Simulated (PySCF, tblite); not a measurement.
**CH9GeNOSi2, a small gas-phase stand-in for a defect centre: NMR shifts, core binding energies and electronic excitations**

Wanted: the NMR shifts, core binding energies and electronic excitations for `C[O][Ge][N]([SiH3])[SiH3]`. It is drawn as: twofold Ge.

Computed with tblite 0.8.0 and PySCF 2.14.0; each step states its level. No surroundings beyond the atoms listed, unless a continuum is named. Atoms count from 0, parts from 1.

## 1. Starting point

15 atoms, charge 0, multiplicity 1; geometry: distance geometry start.

## 2. Relaxing the cluster with GFN2-xTB

What the job is given:

```
{"job": {"kind": "relax", "xc": "GFN2-xTB", "basis": "xTB"}, "charge": 0, "multiplicity": 1}
Ge    -0.468337    -0.827821     1.007505
N     -1.544379    -0.425231    -0.528287
Si    -1.615870     1.345680    -0.996091
Si    -1.470512    -1.620631    -1.894782
O      0.556163    -0.920044     2.554474
C      1.367555     0.097298     3.027215
H     -0.313268     1.770933    -1.357928
H     -2.509219     1.483160    -2.084357
H     -2.074366     2.101985     0.098011
H     -0.398793    -1.274557    -2.777026
H     -1.257531    -2.940848    -1.382186
H     -2.701480    -1.604239    -2.603350
H      2.216304    -0.319935     3.484867
H      1.674201     0.689045     2.256294
H      0.839562     0.668680     3.719016
```

With the program's defaults for keys left out, this is: GFN2-xTB geometry optimisation, gas phase.

Command:

```
$ OMP_NUM_THREADS=1 python cluster_run.py task.json out
```

This one command runs all jobs of the session in turn.

Log:

```text
step      E/eV     max force
  0    -520.71389    3.096
  1    -521.24522    2.389
  2    -521.52455    2.210
  3    -521.70056    1.934
  4    -521.99054    1.301
  5    -522.15235    1.055
  6    -522.23277    0.800
  7    -522.34545    1.019
  8    -522.40312    0.915
  9    -522.48812    0.736
 10    -522.52465    0.643
 11    -522.56820    0.573
 12    -522.60541    0.660
 13    -522.63715    0.440
 14    -522.65555    0.295
 15    -522.67254    0.354
 16    -522.69069    0.381
 17    -522.70602    0.271
 18    -522.71429    0.299
 19    -522.71977    0.249
 20    -522.72552    0.190
 21    -522.73080    0.189
 22    -522.73489    0.199
 23    -522.73810    0.240
 24    -522.74170    0.220
 25    -522.74661    0.186
 26    -522.75190    0.165
 27    -522.75590    0.123
 28    -522.75905    0.147
 29    -522.76277    0.210
 30    -522.76789    0.227
 31    -522.77533    0.215
 32    -522.78521    0.240
 33    -522.79590    0.260
 34    -522.80500    0.240
 35    -522.81174    0.195
 36    -522.81668    0.195
 37    -522.82144    0.237
 38    -522.82802    0.279
 39    -522.83607    0.238
 40    -522.84418    0.258
 41    -522.85152    0.242
 42    -522.85876    0.255
 43    -522.86759    0.286
 44    -522.87793    0.218
 45    -522.88350    0.162
 46    -522.88108    0.435
 47    -522.88924    0.190
 48    -522.89218    0.148
 49    -522.90290    0.196
 50    -522.90921    0.185
 51    -522.91644    0.216
 52    -522.92252    0.192
 53    -522.92978    0.181
 54    -522.93697    0.244
 55    -522.94257    0.269
 56    -522.94777    0.200
 57    -522.95169    0.145
 58    -522.95428    0.108
 59    -522.95607    0.069
 60    -522.95719    0.051
 61    -522.95770    0.043
 62    -522.95806    0.041
 63    -522.95847    0.049
 64    -522.95897    0.061
 65    -522.95950    0.057
 66    -522.96000    0.053
 67    -522.96044    0.045
 68    -522.96075    0.037
 69    -522.96092    0.033
 70    -522.96105    0.029
 71    -522.96119    0.029
 72    -522.96136    0.031
 73    -522.96152    0.035
 74    -522.96169    0.042
 75    -522.96191    0.045
 76    -522.96224    0.049
 77    -522.96265    0.053
 78    -522.96300    0.040
 79    -522.96321    0.030
 80    -522.96337    0.037
 81    -522.96358    0.039
 82    -522.96383    0.042
 83    -522.96410    0.052
 84    -522.96436    0.051
 85    -522.96467    0.046
 86    -522.96503    0.063
 87    -522.96535    0.057
 88    -522.96554    0.030
 89    -522.96567    0.029
 90    -522.96583    0.036
 91    -522.96607    0.059
 92    -522.96638    0.069
 93    -522.96671    0.058
 94    -522.96703    0.048
 95    -522.96736    0.059
 96    -522.96772    0.059
 97    -522.96812    0.053
 98    -522.96854    0.071
 99    -522.96895    0.077
100    -522.96935    0.061
101    -522.96968    0.041
102    -522.96992    0.034
103    -522.97009    0.029
104    -522.97018    0.024
105    -522.97024    0.022
106    -522.97029    0.018
107    -522.97033    0.021
108    -522.97038    0.018
109    -522.97041    0.015
110    -522.97044    0.013
111    -522.97047    0.014
112    -522.97051    0.018
113    -522.97056    0.024
114    -522.97063    0.026
115    -522.97074    0.032
116    -522.97089    0.036
117    -522.97109    0.031
118    -522.97134    0.036
119    -522.97163    0.046
120    -522.97194    0.063
121    -522.97229    0.071
122    -522.97262    0.059
123    -522.97286    0.041
124    -522.97302    0.030
125    -522.97311    0.028
126    -522.97318    0.033
127    -522.97326    0.023
128    -522.97338    0.020
129    -522.97343    0.018
130    -522.97353    0.025
131    -522.97360    0.024
132    -522.97367    0.024
133    -522.97372    0.021
134    -522.97375    0.018
135    -522.97378    0.016
136    -522.97381    0.016
137    -522.97384    0.016
138    -522.97387    0.015
139    -522.97390    0.017
140    -522.97392    0.014
141    -522.97394    0.010
142    -522.97396    0.010
143    -522.97399    0.014
144    -522.97402    0.022
145    -522.97408    0.025
146    -522.97414    0.027
147    -522.97420    0.022
148    -522.97425    0.013
149    -522.97428    0.015
150    -522.97432    0.023
151    -522.97436    0.029
152    -522.97442    0.025
153    -522.97447    0.016
154    -522.97453    0.015
155    -522.97458    0.014
156    -522.97462    0.012
157    -522.97465    0.013
158    -522.97469    0.013
159    -522.97474    0.016
160    -522.97481    0.025
161    -522.97489    0.026
162    -522.97499    0.023
163    -522.97511    0.022
164    -522.97521    0.022
165    -522.97528    0.019
166    -522.97535    0.021
167    -522.97541    0.020
168    -522.97547    0.023
169    -522.97554    0.025
170    -522.97561    0.018
171    -522.97568    0.019
172    -522.97573    0.017
173    -522.97578    0.020
174    -522.97583    0.022
175    -522.97589    0.023
176    -522.97595    0.017
177    -522.97600    0.020
178    -522.97604    0.019
179    -522.97609    0.023
180    -522.97615    0.029
181    -522.97620    0.024
182    -522.97623    0.013
183    -522.97625    0.010
184    -522.97626    0.009
185    -522.97628    0.010
186    -522.97629    0.007
```

It took 6.2 s on 1 thread of AMD EPYC 9R45, shared host.

Along the way:

```csv
step,energy from step 0 (eV),largest force (eV/Å)
0,0.0000,3.0959
7,-1.6316,1.0192
14,-1.9417,0.2946
21,-2.0169,0.1899
28,-2.0452,0.1471
35,-2.0978,0.1948
42,-2.1449,0.2555
49,-2.1890,0.1960
56,-2.2339,0.2004
63,-2.2446,0.0483
70,-2.2472,0.0282
77,-2.2488,0.0528
84,-2.2505,0.0507
91,-2.2522,0.0590
98,-2.2546,0.0703
105,-2.2563,0.0214
112,-2.2566,0.0175
119,-2.2577,0.0468
126,-2.2593,0.0324
133,-2.2598,0.0215
140,-2.2600,0.0135
147,-2.2603,0.0215
154,-2.2606,0.0145
161,-2.2610,0.0265
168,-2.2616,0.0235
175,-2.2620,0.0236
182,-2.2623,0.0132
186,-2.2624,0.0073
```

Distances of close pairs at the start and the end, largest changes first:

```csv
bond,before (Å),after (Å),change (Å)
N1–Si2,1.833,1.730,-0.103
Ge0–O4,1.858,1.762,-0.096
N1–Si3,1.817,1.731,-0.086
C5–H13,1.019,1.093,+0.074
Si2–H8,1.407,1.470,+0.063
Si2–H6,1.417,1.470,+0.053
Si2–H7,1.415,1.468,+0.053
C5–H14,1.041,1.093,+0.052
```

## 3. Geometry optimisation at PBE0-D3(BJ)/def2-SVP

What the job is given:

```
{"job": {"xc": "PBE0", "basis": "def2-SVP", "d3": "d3bj", "grid": 2, "kind": "geom", "shake": 0.01}, "charge": 0, "multiplicity": 1}
Ge    -0.939788    -1.256547     1.261769
N     -0.807261    -0.381658    -0.441242
Si    -0.883383     1.341953    -0.610786
Si    -0.517465    -1.387562    -1.823526
O      0.414696    -0.595636     2.137716
C      1.501862     0.292608     1.998272
H      0.406434     1.857518    -1.157572
H     -1.961865     1.700319    -1.496110
H     -1.100705     1.900592     0.759297
H      0.792030    -1.177740    -2.359115
H     -0.691928    -2.779743    -1.330211
H     -1.556166    -1.093422    -2.832914
H      2.403209    -0.246109     2.194745
H      1.525295     0.703952     0.996642
H      1.404109     1.096103     2.717707
```

Log:

```text
step   0  E = -2828.25941304  max force = 0.030152
step   1  E = -2828.26734714  max force = 0.009584
step   2  E = -2828.26833232  max force = 0.002630
step   3  E = -2828.26830713  max force = 0.005242
step   4  E = -2828.26898841  max force = 0.003208
step   5  E = -2828.26925932  max force = 0.001292
step   6  E = -2828.26952186  max force = 0.000791
step   7  E = -2828.26967669  max force = 0.000989
step   8  E = -2828.26976586  max force = 0.000947
step   9  E = -2828.26979851  max force = 0.000785
step  10  E = -2828.26981299  max force = 0.000416
optimisation converged
```

Wall time 2 min (1 thread of AMD EPYC 9R45, shared host); peak memory 0.82 GiB.

Step by step:

```csv
step,energy from step 0 (eV),largest force component (eV/Å)
0,0.0000,1.5505
1,-0.2159,0.4928
2,-0.2427,0.1352
3,-0.2420,0.2696
4,-0.2606,0.1650
5,-0.2679,0.0664
6,-0.2751,0.0407
7,-0.2793,0.0509
8,-0.2817,0.0487
9,-0.2826,0.0404
10,-0.2830,0.0214
```

Close pairs (by a distance rule), those that changed most:

```csv
bond,before (Å),after (Å),change (Å)
Si3–H9,1.430,1.496,+0.066
Si2–H7,1.441,1.497,+0.056
Ge0–O4,1.743,1.781,+0.038
C5–H12,1.068,1.103,+0.035
Ge0–N1,1.919,1.893,-0.026
N1–Si2,1.734,1.758,+0.024
C5–H13,1.083,1.106,+0.023
N1–Si3,1.734,1.756,+0.022
```

The end geometry stands in the next job.

```csv
at the end point,value
point group (found at 0.08 Å tolerance),C1
"rotational constants (GHz, main isotopes)","1.898, 1.206, 0.829"
dipole moment (D),0.74
```

## 4. NMR shieldings: PBE0/pcSseg-1

What the job is given:

```
{"job": {"kind": "nmr", "xc": "PBE0", "basis": "pcSseg-1"}, "charge": 0, "multiplicity": 1}
Ge    -0.553377    -1.544911     1.155781
N     -0.539261    -0.518503    -0.434409
Si    -0.633899     1.235651    -0.493148
Si    -0.724988    -1.428462    -1.925213
O      0.449411    -0.561468     2.250840
C      1.387507     0.453781     2.049468
H      0.659604     1.879602    -0.882136
H     -1.662792     1.635267    -1.503861
H     -1.045968     1.752575     0.845351
H      0.483260    -1.307882    -2.799183
H     -0.895265    -2.868219    -1.551843
H     -1.912091    -0.970610    -2.710538
H      2.300903     0.228411     2.625577
H      1.676913     0.564036     0.988086
H      0.999091     1.425294     2.399975
```

With the program's defaults for keys left out, this is: GIAO PBE0/pcSseg-1 NMR shielding, non-relativistic, gas phase.

Log:

```text
coarse grid: 57968 points
cycle   1  E = -2828.4078731165  dE = -4.528e-01  |g| = 1.142e+00  |ddm| = 3.561e+00
cycle   2  E = -2827.8354656974  dE =  5.724e-01  |g| = 1.979e+00  |ddm| = 1.950e+00
cycle   3  E = -2828.5412592996  dE = -7.058e-01  |g| = 3.950e-01  |ddm| = 1.565e+00
cycle   4  E = -2828.5675410192  dE = -2.628e-02  |g| = 1.373e-01  |ddm| = 3.276e-01
cycle   5  E = -2828.5699847131  dE = -2.444e-03  |g| = 7.117e-02  |ddm| = 1.538e-01
cycle   6  E = -2828.5711008066  dE = -1.116e-03  |g| = 1.019e-02  |ddm| = 6.310e-02
cycle   7  E = -2828.5711169474  dE = -1.614e-05  |g| = 2.267e-03  |ddm| = 1.078e-02
cycle   8  E = -2828.5711180520  dE = -1.105e-06  |g| = 5.541e-04  |ddm| = 2.651e-03
final grid: 118648 points
cycle   9  E = -2828.5711723544  dE = -5.181e-08  |g| = 5.964e-04  |ddm| = 1.688e-03
cycle  10  E = -2828.5711723220  dE =  3.242e-08  |g| = 6.964e-04  |ddm| = 9.943e-04
cycle  11  E = -2828.5711724412  dE = -1.193e-07  |g| = 1.199e-04  |ddm| = 5.616e-04
cycle  12  E = -2828.5711724437  dE = -2.493e-09  |g| = 1.478e-05  |ddm| = 8.077e-05
cycle  13  E = -2828.5711724437  dE = -2.728e-11  |g| = 7.327e-06  |ddm| = 1.580e-05
converged SCF energy = -2828.5711724437

GIAO shielding tensors (ppm)
atom      isotropic    diamagn.    paramagn.     s11        s22        s33       span
  0 Ge    1111.173    2754.268   -1643.095    637.793   1249.093   1446.633    808.839
  1 N      154.327     336.174    -181.846    -22.028    240.203    244.807    266.835
  2 Si     409.017     880.683    -471.666    355.227    399.890    471.934    116.707
  3 Si     409.674     879.298    -469.624    352.700    405.090    471.232    118.531
  4 O      130.856     403.680    -272.824   -118.807    212.654    298.723    417.530
  5 C      126.679     246.290    -119.611     97.930    108.020    174.087     76.156
  6 H       26.311      30.248      -3.937     23.197     24.257     31.478      8.281
  7 H       26.543      29.523      -2.980     22.837     24.870     31.921      9.085
  8 H       26.343      30.892      -4.549     22.826     25.342     30.861      8.036
  9 H       26.680      28.514      -1.834     22.847     24.719     32.475      9.628
 10 H       26.230      28.237      -2.007     22.950     25.438     30.302      7.352
 11 H       26.504      28.295      -1.791     23.010     24.556     31.947      8.937
 12 H       27.174      28.089      -0.915     22.590     25.104     33.827     11.237
 13 H       26.943      32.427      -5.484     23.217     26.226     31.387      8.169
 14 H       27.218      29.924      -2.706     23.820     24.806     33.027      9.207
```

Wall time 19 s (1 thread of AMD EPYC 9R45, shared host); peak memory 1 GiB.

The references, computed at this level on geometries of the same kind, shield at (ppm): 1H TMS 31.27, 13C TMS 184.4, 29Si TMS 352.0, 15N NH3 265.7, 17O H2O 334.6, 73Ge GeMe4 1330. Their shielding less the atom's gives the shift. The references are single molecules in the gas phase, so shifts against H2O, NH3, PH3, H3PO4 or CFCl3 are not on the usual liquid scales and can be off by tens of ppm.

```csv
atoms,environment,σ (ppm),δ (ppm)
C5,"carbon bonded to O, 3 H",126.7,57.7
H10,hydrogen on a silicon bonded to N,26.23,5.04
H6,hydrogen on a silicon bonded to N,26.31,4.96
H8,hydrogen on a silicon bonded to N,26.34,4.92
H11,hydrogen on a silicon bonded to N,26.50,4.76
H7,hydrogen on a silicon bonded to N,26.54,4.72
H9,hydrogen on a silicon bonded to N,26.68,4.59
H13,hydrogen on a carbon bonded to O,26.94,4.32
H12,hydrogen on a carbon bonded to O,27.17,4.09
H14,hydrogen on a carbon bonded to O,27.22,4.05
Ge0,"germanium bonded to N, O",1111,219
N1,"nitrogen bonded to Ge, 2 Si",154.3,111.3
Si2,"silicon bonded to N, 3 H",409.0,-57.0
Si3,"silicon bonded to N, 3 H",409.7,-57.7
O4,"oxygen bonded to C, Ge",130.9,203.7
```

Charges from the same density, by scheme (e):

```csv
atoms,Mulliken,IAO,Hirshfeld,ESP fit
Ge0,0.87,0.69,0.36,0.10
N1,-1.15,-0.96,-0.35,-0.15
Si2,0.59,0.69,0.32,0.27
Si3,0.63,0.70,0.32,0.48
O4,-0.71,-0.57,-0.24,-0.29
C5,-0.03,-0.19,-0.04,0.12
```

Mayer bond orders: Ge0–N1 0.75, N1–Si2 0.87, N1–Si3 0.92, Ge0–O4 0.91, O4–C5 0.90.

(Part 1 of 2 ends here.)
